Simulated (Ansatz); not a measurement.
# ClH6N3Zr: how energies converge with the basis set

The task here is to estimate one member of a computed series from the others.

The runs use Ansatz 0.2.0, Gaussian basis; one geometry, several basis sets.

The runs, in order: PBE0-D4/def2-SVP; ωB97M-V/def2-SVP; PBE0-D4/def2-QZVPP; ωB97M-V/def2-QZVPP; the functionals' def2-TZVPP values are taken from earlier runs.

1 further run of the same task is left out (for a known fault of the program). Runs told in other sessions of the task aren't counted.

## Structure used throughout

The geometry comes from an earlier relaxation with PBE0-D4 in a triple-zeta def2 set; it is a stationary point, not always the lowest conformer. Zr takes the def2 core potential; no spin-orbit term is included.

SMILES `[NH2][Zr]([NH2])([NH2])[Cl]`, 11 atoms, charge 0, spin multiplicity 1.

Atoms are counted from 1 here; the program's logs count them from 0.

Bond lengths: N1–Zr2 2.026 Å, N1–H6 1.010 Å, N1–H7 1.012 Å, Zr2–N3 2.026 Å, Zr2–N4 2.026 Å, Zr2–Cl5 2.392 Å, N3–H8 1.012 Å, N3–H9 1.010 Å, N4–H10 1.012 Å, N4–H11 1.010 Å. Angles: Zr2–N1–H6 126.5°, Zr2–N1–H7 124.4°, H6–N1–H7 108.8°, N1–Zr2–N3 106.9°, N1–Zr2–N4 107.0°, N1–Zr2–Cl5 111.9°, N3–Zr2–N4 106.9°, N3–Zr2–Cl5 111.9°, N4–Zr2–Cl5 111.9°, Zr2–N3–H8 124.4°, Zr2–N3–H9 126.4°, H8–N3–H9 108.9°, Zr2–N4–H10 124.4°, Zr2–N4–H11 126.5°, H10–N4–H11 108.9°.

Geometry (Å):

```xyz
11

N    -1.1408   -1.0235   -1.1197
Zr    0.2072    0.2808   -0.3531
N    -0.7709    1.3987    1.0253
N     1.5874   -0.8151    0.6469
Cl    1.2053    1.6343   -2.0536
H    -1.1696   -2.0205   -0.9597
H    -1.8371   -0.7835   -1.8139
H    -0.4031    2.2457    1.4397
H    -1.7242    1.2714    1.3343
H     2.3404   -1.3267    0.2048
H     1.7055   -0.8616    1.6491
```

Set-up of the first run:

in.yaml reads:

```yaml
crystal:
  periodic: [false, false, false]
  atoms:
    - {symbol: N, position_ang: [-1.140809, -1.023474, -1.119724]}
    - {symbol: Zr, position_ang: [0.207181, 0.280823, -0.353108]}
    - {symbol: N, position_ang: [-0.770876, 1.398687, 1.025292]}
    - {symbol: N, position_ang: [1.587373, -0.815064, 0.646909]}
    - {symbol: Cl, position_ang: [1.205273, 1.634255, -2.053554]}
    - {symbol: H, position_ang: [-1.169570, -2.020486, -0.959687]}
    - {symbol: H, position_ang: [-1.837144, -0.783492, -1.813939]}
    - {symbol: H, position_ang: [-0.403146, 2.245717, 1.439670]}
    - {symbol: H, position_ang: [-1.724177, 1.271367, 1.334283]}
    - {symbol: H, position_ang: [2.340437, -1.326737, 0.204775]}
    - {symbol: H, position_ang: [1.705458, -0.861587, 1.649082]}
basis:
  gaussian: {orbitals: def2-SVP}
hamiltonian: {xc: pbe0, dispersion: d4}
output: {orbitals: {seedname: orbitals}}
```

Run with:

```sh
$ ansatz run in.yaml --threads 4 --pin off --events-out ev --progress --plain --max-ram 11315MiB
```

Among the steps run: PBE0-D4 in def2-SVP; ωB97M-V in def2-SVP; PBE0-D4 in def2-QZVPP; ωB97M-V in def2-QZVPP.

One of the session's tables, all rows but one given; the rest of the session is left out.

It belongs to the step «Density functionals: the series». 

| functional | basis | HOMO (eV) |
| --- | --- | --- |
| PBE0-D4 | def2-SVP | -7.18 |
| PBE0-D4 | def2-TZVPP | -7.37 |
| PBE0-D4 | def2-QZVPP | ? |
| ωB97M-V | def2-SVP | -9.54 |
| ωB97M-V | def2-TZVPP | -9.74 |
| ωB97M-V | def2-QZVPP | -9.79 |

Q: Estimate the row for PBE0-D4, def2-QZVPP from the others.

As computed: HOMO (eV): -7.41. In the column «HOMO (eV)» it lies between ωB97M-V, def2-SVP (-9.54) and PBE0-D4, def2-TZVPP (-7.37).
